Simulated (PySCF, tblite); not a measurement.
**C8H9O radical: geometry, infrared bands and EPR parameters**

Aim: predict the infrared bands and EPR parameters of C8H9O radical (`[H]/[C]=C\C1=CC(=O)CCC1`).

Computed with tblite 0.8.0 and PySCF 2.14.0, with density-fitted response routines of our own, on a single molecule in the gas phase. Atoms are numbered from 0 throughout.

## (1) The molecule as given

18 atoms, charge 0, multiplicity 2; geometry from: force field or distance geometry start.

Bonds of the start (Å): C0–C1 1.31, C1–C2 1.44, C2–C3 1.36, C3–C4 1.48, C4–O5 1.23, C4–C6 1.51, C6–C7 1.52, C7–C8 1.53, C8–C2 1.52, C0–H9 1.06, C1–H10 1.09, C3–H11 1.08, C6–H12 1.11, C6–H13 1.09, C7–H14 1.10, C7–H15 1.09, C8–H16 1.09, C8–H17 1.10.

## (2) Geometry optimisation with GFN2-xTB

What the job is given:

```
{"job": {"kind": "relax", "xc": "GFN2-xTB", "basis": "xTB"}, "charge": 0, "multiplicity": 2}
C      3.120000    -0.430500     0.343400
C      2.227800     0.518900     0.512600
C      0.818900     0.343200     0.277100
C     -0.037100     1.352000     0.576900
C     -1.503200     1.195900     0.417800
O     -2.244500     2.133700     0.705700
C     -2.041100    -0.129500    -0.060500
C     -1.047800    -0.812200    -0.981900
C      0.329400    -0.953700    -0.338200
H      3.831100    -1.198000     0.204400
H      2.574300     1.465200     0.916200
H      0.281100     2.285600     1.013000
H     -2.252400    -0.748900     0.834200
H     -2.979100     0.037700    -0.592200
H     -1.432200    -1.798200    -1.267300
H     -0.964400    -0.232700    -1.899800
H      1.018000    -1.293900    -1.112900
H      0.292600    -1.728200     0.439700
```

Command:

```
OMP_NUM_THREADS=1 python probes_run.py task.json out
```

This one command runs all jobs of the session in turn.

**Question.** This job is followed by: GFN2-xTB harmonic vibrations, gas phase; UKS B3LYP, pcH-1 on C H O, non-relativistic, mean-field spin-orbit, GIAO. What will the session give for the following? strongest single infrared mode (GFN2-xTB); zero-point energy (GFN2-xTB); g(iso) (B3LYP); ⟨S²⟩; largest a(iso) (averaged by class); potential on the surface of density 0.002 e/bohr³, 1st and 99th percentile.

The runs gave:

```
                                                                  quantity                  value
                                 strongest single infrared mode (GFN2-xTB)  1720 cm⁻¹, 434 km/mol
                                              zero-point energy (GFN2-xTB)          89.6 kcal/mol
                                                            g(iso) (B3LYP)                2.00209
                                                                      ⟨S²⟩     0.764 (exact 0.75)
                                        largest a(iso) (averaged by class)   13C on C0, 329.1 MHz
potential on the surface of density 0.002 e/bohr³, 1st and 99th percentile     -1.86 V and 1.44 V
```

The optimisation took 51 steps and gained 0.233 eV; among the close pairs (by a distance rule), C1–C2 changed most, from 1.439 to 1.472 Å. No mode is imaginary among the 48: a minimum at this level. The strongest single mode, at 1720 cm⁻¹, moves mainly C4 and O5. GFN2-xTB is a fitted tight-binding method: band positions and strengths are rough. Its intensities can rank the bands wrongly. Most of the unpaired spin sits on C0 (1.07 e). The isotropic g lies 0.2 ppt below the free-electron value. These values are for one conformer; the search (at its own cheap level) found 1 more, at 1.00 kcal/mol, and measured spectra average over such forms.
